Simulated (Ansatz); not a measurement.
# CH7BSSi2: the cost of one run

Method: functionals in def2-TZVPP, the program's frozen cores in correlated methods; program: Ansatz 0.2.0, Gaussian basis.

Levels to be run: PBE-D4, r2SCAN-D4, PBE0-D4, B3LYP-D4, ωB97X-V, ωB97M-V, B2PLYP; CCSD(T)/def2-TZVPP; MP2/def2-QZVPP; extrapolation to the limit.

## (1) The geometry

An earlier PBE0-D4 in a triple-zeta def2 set relaxation fixed the geometry.

12 atoms, charge 0, spin multiplicity 1.

Atoms are counted from 1 here; the program's logs count them from 0.

Bond lengths: B1–Si2 1.949 Å, B1–S5 2.051 Å, B1–H6 1.198 Å, B1–H7 1.196 Å, Si2–C3 1.884 Å, Si2–S5 2.280 Å, Si2–H8 1.486 Å, C3–Si4 1.874 Å, C3–H9 1.090 Å, C3–H10 1.091 Å, Si4–S5 2.175 Å, Si4–H11 1.483 Å, Si4–H12 1.482 Å. Angles: Si2–B1–S5 69.4°, Si2–B1–H6 118.3°, Si2–B1–H7 117.1°, S5–B1–H6 111.3°, S5–B1–H7 105.5°, H6–B1–H7 121.0°, B1–Si2–C3 114.1°, B1–Si2–S5 57.4°, B1–Si2–H8 129.9°, C3–Si2–S5 93.9°, C3–Si2–H8 115.3°, S5–Si2–H8 111.0°, Si2–C3–Si4 92.6°, Si2–C3–H9 113.0°, Si2–C3–H10 114.3°, Si4–C3–H9 115.5°, Si4–C3–H10 110.8°, H9–C3–H10 109.8° and more.

## (2) PBE-D4 (GGA)

Contents of in.yaml:

```yaml
crystal:
  periodic: [false, false, false]
  atoms:
    - {symbol: B, position_ang: [-1.676156, -0.595408, 0.766162]}
    - {symbol: Si, position_ang: [-0.489496, 0.949677, 0.712206]}
    - {symbol: C, position_ang: [1.308787, 0.525140, 0.346077]}
    - {symbol: Si, position_ang: [0.847826, -0.538262, -1.126757]}
    - {symbol: S, position_ang: [-1.274202, -0.063624, -1.173028]}
    - {symbol: H, position_ang: [-1.205284, -1.664773, 1.030684]}
    - {symbol: H, position_ang: [-2.842756, -0.380460, 0.920416]}
    - {symbol: H, position_ang: [-0.813112, 2.399989, 0.710331]}
    - {symbol: H, position_ang: [1.798827, 0.002046, 1.167362]}
    - {symbol: H, position_ang: [1.915681, 1.376215, 0.034467]}
    - {symbol: H, position_ang: [1.449023, -0.069982, -2.399457]}
    - {symbol: H, position_ang: [1.057861, -1.995659, -0.954563]}
basis:
  gaussian: {orbitals: def2-TZVPP}
hamiltonian: {xc: pbe, dispersion: d4}
output: {forces: true, orbitals: {seedname: orbitals}}
```

Launch:

```sh
ansatz run in.yaml --threads 4 --pin off --events-out ev --progress --plain --max-ram 10444MiB
```

**Question.** How long does this run take on 4 threads of Arm Neoverse V1, shared host, and how much memory does it need?

About 3.5 s, with a peak of 0.47 GiB.
